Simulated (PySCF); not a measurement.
# H8NPSi2: the cost of one run

Programs: PySCF 2.14.0, with density-fitted response routines of our own. Each step states its level of theory. These are calculated values for one molecule in the gas phase, unless marked as measured. Atoms count from 0, in the outputs and in this text.

**1. The molecule as given**

12 atoms, charge 0, multiplicity 1; geometry from: PBE0-D3(BJ)/def2-SVP.

Bonds of the start (Å): N0–Si1 1.73, Si1–P2 2.28, P2–Si3 2.26, N0–H4 1.01, N0–H5 1.01, Si1–H6 1.49, Si1–H7 1.50, P2–H8 1.43, Si3–H9 1.49, Si3–H10 1.50, Si3–H11 1.50.

**2. Nuclear shieldings: PBE0/pcSseg-2**

Job settings and geometry (Å):

```
{"job": {"kind": "nmr", "xc": "PBE0", "basis": "pcSseg-2", "pop": false}, "charge": 0, "multiplicity": 1}
N      1.988358     0.631896     0.766392
Si     1.213948    -0.701975    -0.008749
P     -0.463637    -0.057173    -1.412273
Si    -1.934403     0.427161     0.228751
H      1.555771     1.055389     1.579369
H      2.480314     1.325877     0.214820
H      2.203851    -1.425508    -0.861913
H      0.706061    -1.602841     1.070974
H     -0.961290    -1.376395    -1.657821
H     -3.243068     0.855788    -0.349970
H     -1.359602     1.571776     1.003671
H     -2.172603    -0.705652     1.177713
```

With the program's defaults for keys left out, this is: GIAO PBE0/pcSseg-2 NMR shielding, non-relativistic, gas phase.

On the command line:

```console
OMP_NUM_THREADS=1 python probes_run.py task.json out
```

One launch serves the whole session: the jobs run in the order shown.

Q: Estimate the wall time and peak memory of this first job on 1 thread of Arm Neoverse V1, shared host.

About 34 s, with a peak of 1 GiB.
